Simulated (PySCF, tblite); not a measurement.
# C4H5F3O: a rotation path, then NMR shifts on frames

Aim: move C4H5F3O (`FC[C@]1(C(F)F)CO1`) away from its starting geometry and see how NMR shifts follow the geometry.

Computed with tblite 0.8.0 and PySCF 2.14.0, with density-fitted response routines of our own, on a single molecule in the gas phase. Atoms are numbered from 0 throughout.

### 1 The starting structure

13 atoms, charge 0, multiplicity 1; geometry from: GFN2-xTB.

Bonds of the start (Å): F0–C1 1.37, C1–C2 1.52, C2–C3 1.52, C3–F4 1.36, C3–F5 1.35, C2–C6 1.47, C6–O7 1.40, O7–C2 1.39, C1–H8 1.10, C1–H9 1.09, C3–H10 1.10, C6–H11 1.08, C6–H12 1.08.

### 2 The rotation path with GFN2-xTB

The job: settings as JSON, then the geometry in Å.

```
{"job": {"kind": "neb", "xc": "GFN2-xTB", "basis": "xTB", "atoms": [0, 1, 2, 3], "turn": 120}, "charge": 0, "multiplicity": 1}
F     -1.097269    -1.848234    -0.977987
C     -1.245056    -0.662432    -0.317138
C      0.095425    -0.130814     0.166126
C      0.076742     1.359198     0.467979
F      0.084899     2.074182    -0.683893
F     -1.058040     1.708887     1.114874
C      1.367719    -0.739824    -0.239805
O      0.847169    -0.902288     1.050503
H     -1.694034     0.048461    -1.019212
H     -1.913738    -0.839131     0.531753
H      0.935297     1.670277     1.081043
H      1.343544    -1.618550    -0.871847
H      2.252952    -0.119246    -0.320126
```

Level: GFN2-xTB climbing-image nudged elastic band, gas phase.

Launch:

```bash
$ OMP_NUM_THREADS=1 python probes_run.py task.json out
```

One launch serves the whole session: the jobs run in the order shown.

The log of the run:

```text
image   E - E0 / eV
  0       0.0000
  1       0.0112
  2       0.0429
  3       0.0895
  4       0.1301
  5       0.1469
  6       0.1373
  7       0.1158
  8       0.0982
```

It took 5.9 s on 1 thread, shared host.

The final band, with the dihedral F0–C1–C2–C3:

| image | dihedral (°) | energy (eV) | energy (kcal/mol) |
| --- | --- | --- | --- |
| 0 | 160 | 0.000 | 0.0 |
| 1 | 175 | 0.011 | 0.3 |
| 2 | 191 | 0.043 | 1.0 |
| 3 | 208 | 0.090 | 2.1 |
| 4 | 224 | 0.130 | 3.0 |
| 5 | 241 | 0.147 | 3.4 |
| 6 | 258 | 0.137 | 3.2 |
| 7 | 275 | 0.116 | 2.7 |
| 8 | 291 | 0.098 | 2.3 |

### 3 NMR shieldings: image 0, PBE0/pcSseg-1

The job: settings as JSON, then the geometry in Å.

```
{"job": {"kind": "nmr", "xc": "PBE0", "basis": "pcSseg-1", "pop": false}, "charge": 0, "multiplicity": 1}
F     -1.097300    -1.848200    -0.978000
C     -1.245100    -0.662400    -0.317100
C      0.095400    -0.130800     0.166100
C      0.076700     1.359200     0.468000
F      0.084900     2.074200    -0.683900
F     -1.058000     1.708900     1.114900
C      1.367700    -0.739800    -0.239800
O      0.847200    -0.902300     1.050500
H     -1.694000     0.048500    -1.019200
H     -1.913700    -0.839100     0.531800
H      0.935300     1.670300     1.081000
H      1.343500    -1.618600    -0.871800
H      2.253000    -0.119200    -0.320100
```

Level: GIAO PBE0/pcSseg-1 NMR shielding, non-relativistic, gas phase.

The log of the run:

```text
coarse grid: 11792 points
cycle   1  E = -529.3249750051  dE =  1.328e+00  |g| = 9.257e-01  |ddm| = 3.184e+00
cycle   2  E = -529.1119180214  dE =  2.131e-01  |g| = 1.478e+00  |ddm| = 1.547e+00
cycle   3  E = -529.4658948527  dE = -3.540e-01  |g| = 9.639e-02  |ddm| = 1.040e+00
cycle   4  E = -529.4669477531  dE = -1.053e-03  |g| = 6.317e-02  |ddm| = 9.713e-02
cycle   5  E = -529.4676008231  dE = -6.531e-04  |g| = 9.719e-03  |ddm| = 4.296e-02
cycle   6  E = -529.4676142104  dE = -1.339e-05  |g| = 3.831e-03  |ddm| = 1.033e-02
cycle   7  E = -529.4676172804  dE = -3.070e-06  |g| = 4.021e-04  |ddm| = 3.228e-03
final grid: 117712 points
cycle   8  E = -529.5455008791  dE = -4.602e-05  |g| = 1.147e-02  |ddm| = 2.811e-02
cycle   9  E = -529.5454663910  dE =  3.449e-05  |g| = 1.832e-02  |ddm| = 1.812e-02
cycle  10  E = -529.5455247258  dE = -5.833e-05  |g| = 1.297e-03  |ddm| = 1.113e-02
cycle  11  E = -529.5455250608  dE = -3.350e-07  |g| = 3.118e-04  |ddm| = 1.143e-03
cycle  12  E = -529.5455250737  dE = -1.291e-08  |g| = 1.387e-04  |ddm| = 2.960e-04
cycle  13  E = -529.5455250763  dE = -2.664e-09  |g| = 2.213e-05  |ddm| = 9.266e-05
cycle  14  E = -529.5455250764  dE = -8.436e-11  |g| = 7.551e-06  |ddm| = 2.557e-05
converged SCF energy = -529.5455250764

GIAO shielding tensors (ppm)
atom      isotropic    diamagn.    paramagn.     s11        s22        s33       span
  0 F      445.357     471.018     -25.661    415.144    437.424    483.502     68.358
  1 C      106.535     238.399    -131.864     75.236     83.881    160.489     85.253
  2 C      129.213     254.030    -124.817     83.686    123.317    180.634     96.948
  3 C       60.729     236.844    -176.115     45.365     66.446     70.375     25.011
  4 F      307.753     473.198    -165.445    189.810    334.484    398.966    209.156
  5 F      316.546     472.406    -155.860    213.594    338.785    397.259    183.665
  6 C      143.628     251.376    -107.748     95.017    159.699    176.169     81.153
  7 O      302.515     396.518     -94.003    148.112    372.247    387.185    239.074
  8 H       26.458      27.798      -1.340     21.661     28.072     29.641      7.980
  9 H       26.508      27.355      -0.847     21.643     27.746     30.136      8.493
 10 H       26.015      27.759      -1.745     23.920     24.534     29.589      5.669
 11 H       28.614      30.022      -1.408     23.069     27.253     35.519     12.450
 12 H       29.163      30.199      -1.036     24.206     26.551     36.733     12.527
```

It took 59 s on 1 thread, shared host.

The references, computed at this level on geometries of the same kind, shield at (ppm): 1H TMS 31.72, 13C TMS 186.9, 19F CFCl3 170.9, 17O H2O 336.1. Their shielding less the atom's gives the shift. The references are single molecules in the gas phase, so shifts against H2O, NH3, PH3, H3PO4 or CFCl3 are not on the usual liquid scales and can be off by tens of ppm. Each atom is listed at this fixed geometry, with no averaging over motion; a spectrum would average atoms that exchange fast.

| atoms | environment | σ (ppm) | δ (ppm) |
| --- | --- | --- | --- |
| C3 | sp3 CH bonded to 2 F | 60.7 | 126.2 |
| C1 | sp3 CH2 bonded to F | 106.5 | 80.4 |
| C2 | epoxide ring carbon | 129.2 | 57.7 |
| C6 | epoxide ring carbon | 143.6 | 43.3 |
| H10 | hydrogen on an sp3 CH bonded to 2 F | 26.01 | 5.70 |
| H8 | hydrogen on an sp3 CH2 bonded to F | 26.46 | 5.26 |
| H9 | hydrogen on an sp3 CH2 bonded to F | 26.51 | 5.21 |
| H11 | hydrogen on an epoxide ring carbon | 28.61 | 3.10 |
| H12 | hydrogen on an epoxide ring carbon | 29.16 | 2.55 |
| F4 | fluorine of a CF2 group | 307.8 | -136.8 |
| F5 | fluorine of a CF2 group | 316.5 | -145.6 |
| F0 | fluorine on an sp3 carbon | 445.4 | -274.4 |
| O7 | ether oxygen | 302.5 | 33.6 |

Ring of atoms C2, C6, O7: NICS(0) -47.0, NICS(1) -6.3, NICS(1)zz -21.9 ppm (means of both faces).

In rings of three or four atoms NICS is ruled by the nearby σ bonds, so it says little on aromaticity.

The fields below are evaluated on a grid from the run's orbitals.

Frontier orbitals at PBE0/pcSseg-1, with the share of their density that lies nearest to each atom:

| orbital | energy (eV) | lies on |
| --- | --- | --- |
| HOMO | -8.45 | O7 60 % |
| LUMO | 1.39 | H12 20 %; C2, C6 about 11 % each; H11 12 % |

ELF in a plane through or near 6 of the atoms.

Ten even steps from ' ' (0.00) to '@' (1.00):
```
                                                        
                                                        
                                                        
                                                        
                ....                                    
            ..::====--::    ::==--::                    
            ::==****++--    **%%%%**::  ::--..          
              ..--==::..    ++##------==####==::        
                ------==--::**##::::%%**==%%**--        
              ::==::..**##++##%%**--**##++%%++::        
            ::++****--**##****##::  ::++##**::          
          ..==++**==....==##@@%%==::    ....            
            ::--..    ..++**::::%%@@@@%%..              
                    --%%@@@@--::@@@@@@@@@@--            
                  ..@@@@@@@@@@**##@@@@@@##..            
                    @@@@@@@@%%--::==##**..              
                    ..==##**::                          
                                                        
                                                        
                                                        
```
The map spans 9.8 Å across and 9.7 Å up, centred on the molecule. Atoms in the plane (x, y in Å): F0 (2.3, 0.6), C1 (1.0, 1.0), C3 (-1.4, 0.3), C6 (0.4, -1.5), H11 (1.4, -1.7), H12 (-0.3, -2.2).

On the surface of density 0.002 e/bohr³ the electrostatic potential runs, from the 1st to the 99th percentile, from -1.11 V near O7 to 1.41 V near H10.

### 4 NMR shieldings: image 2, PBE0/pcSseg-1

The job: settings as JSON, then the geometry in Å.

```
{"job": {"kind": "nmr", "xc": "PBE0", "basis": "pcSseg-1", "pop": false}, "charge": 0, "multiplicity": 1}
F     -1.203200    -2.026100    -0.458100
C     -1.236800    -0.667400    -0.351700
C      0.096400    -0.134200     0.158200
C      0.065800     1.333300     0.559300
F      0.058600     2.124400    -0.542500
F     -1.058500     1.638600     1.243200
C      1.366100    -0.687900    -0.330300
O      0.892200    -0.943400     0.962400
H     -1.433600    -0.265000    -1.352900
H     -2.050200    -0.406200     0.333400
H      0.931800     1.604500     1.181600
H      1.331900    -1.526200    -1.015700
H      2.235100    -0.043900    -0.404800
```

Level: GIAO PBE0/pcSseg-1 NMR shielding, non-relativistic, gas phase.

The log of the run:

```text
coarse grid: 11792 points
cycle   1  E = -529.3226543765  dE =  1.331e+00  |g| = 9.252e-01  |ddm| = 3.191e+00
cycle   2  E = -529.1076587449  dE =  2.150e-01  |g| = 1.482e+00  |ddm| = 1.592e+00
cycle   3  E = -529.4639026345  dE = -3.562e-01  |g| = 9.756e-02  |ddm| = 1.078e+00
cycle   4  E = -529.4649781271  dE = -1.075e-03  |g| = 6.359e-02  |ddm| = 9.800e-02
cycle   5  E = -529.4656391026  dE = -6.610e-04  |g| = 9.769e-03  |ddm| = 4.424e-02
cycle   6  E = -529.4656526806  dE = -1.358e-05  |g| = 3.818e-03  |ddm| = 1.029e-02
cycle   7  E = -529.4656557376  dE = -3.057e-06  |g| = 4.042e-04  |ddm| = 3.226e-03
final grid: 117712 points
cycle   8  E = -529.5429387442  dE = -4.650e-05  |g| = 1.117e-02  |ddm| = 2.911e-02
cycle   9  E = -529.5429060066  dE =  3.274e-05  |g| = 1.783e-02  |ddm| = 1.792e-02
cycle  10  E = -529.5429614314  dE = -5.542e-05  |g| = 1.288e-03  |ddm| = 1.109e-02
cycle  11  E = -529.5429617643  dE = -3.329e-07  |g| = 2.963e-04  |ddm| = 1.153e-03
cycle  12  E = -529.5429617758  dE = -1.157e-08  |g| = 1.391e-04  |ddm| = 2.949e-04
cycle  13  E = -529.5429617785  dE = -2.657e-09  |g| = 2.199e-05  |ddm| = 9.380e-05
cycle  14  E = -529.5429617786  dE = -8.481e-11  |g| = 7.606e-06  |ddm| = 2.433e-05
converged SCF energy = -529.5429617786

GIAO shielding tensors (ppm)
atom      isotropic    diamagn.    paramagn.     s11        s22        s33       span
  0 F      459.794     469.972     -10.178    427.487    465.155    486.741     59.254
  1 C      108.896     238.679    -129.783     75.754     85.064    165.869     90.115
  2 C      132.503     253.701    -121.198     83.640    129.810    184.059    100.420
  3 C       60.707     236.475    -175.768     45.321     66.100     70.700     25.380
  4 F      309.121     473.128    -164.007    189.238    333.969    404.157    214.919
  5 F      315.777     472.129    -156.351    209.497    335.440    402.396    192.899
  6 C      144.930     252.088    -107.158     97.158    159.819    177.813     80.655
  7 O      300.880     395.618     -94.737    139.074    375.085    388.482    249.407
  8 H       26.589      27.958      -1.369     22.147     27.740     29.881      7.734
  9 H       26.294      27.490      -1.196     20.895     27.772     30.216      9.322
 10 H       25.979      27.719      -1.740     23.845     24.585     29.508      5.663
 11 H       28.884      30.066      -1.182     23.093     27.474     36.085     12.992
 12 H       29.192      30.289      -1.097     24.141     26.691     36.744     12.604
```

Run time: 47 s. Hardware: 1 thread, shared host.

In short: δ C3 126.2, C1 78.0, C2 54.4, C6 42.0, H10 5.74, H9 5.42 ppm.

(Part 1 of 2 ends here.)
